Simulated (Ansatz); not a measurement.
Crystal: NbCu.

```
Nb Cu
1.0
     0.00000    2.56221    2.56221
     2.56221    0.00000    2.56221
     2.56221    2.56221    0.00000
Nb Cu
1 1
Direct
  0.00000 0.00000 0.00000
  0.50000 0.50000 0.50000
```

The cell was built by a generator and needn't be a form met in nature.

- Program: Ansatz 0.2.0
- Task: single point
- Functional: PBE
- Potentials or basis: Ansatz PAW
- Cutoff: 420 eV (not typed: the program's choice for these potentials)
- k mesh: 9 × 9 × 9
- Occupations: fermi-dirac, width 0.05 eV
- Spin: no spin polarisation

On this cell: pressure 0.0 GPa; largest force zero by symmetry; band gap on the k mesh none (metal or under the smearing width).

The same run follows on a disturbed copy (atoms moved at random, drawn with an rms of 0.05 Å):

```
CELL_PARAMETERS angstrom
0.00000 2.56221 2.56221
2.56221 0.00000 2.56221
2.56221 2.56221 0.00000
ATOMIC_POSITIONS crystal
Nb 0.99569 0.99464 0.00385
Cu 0.49393 0.48823 0.50273
```

Task: What changes?

Result: The energy (extrapolated to zero smearing) moves by +1.1 meV/atom; pressure 0.0 GPa; largest force 0.155 eV/Å; band gap on the k mesh none (metal or under the smearing width).

Forces in eV/Å, atoms in the order of the input:
```
Nb  -0.102 -0.039 -0.110
Cu   0.102  0.039  0.110
```
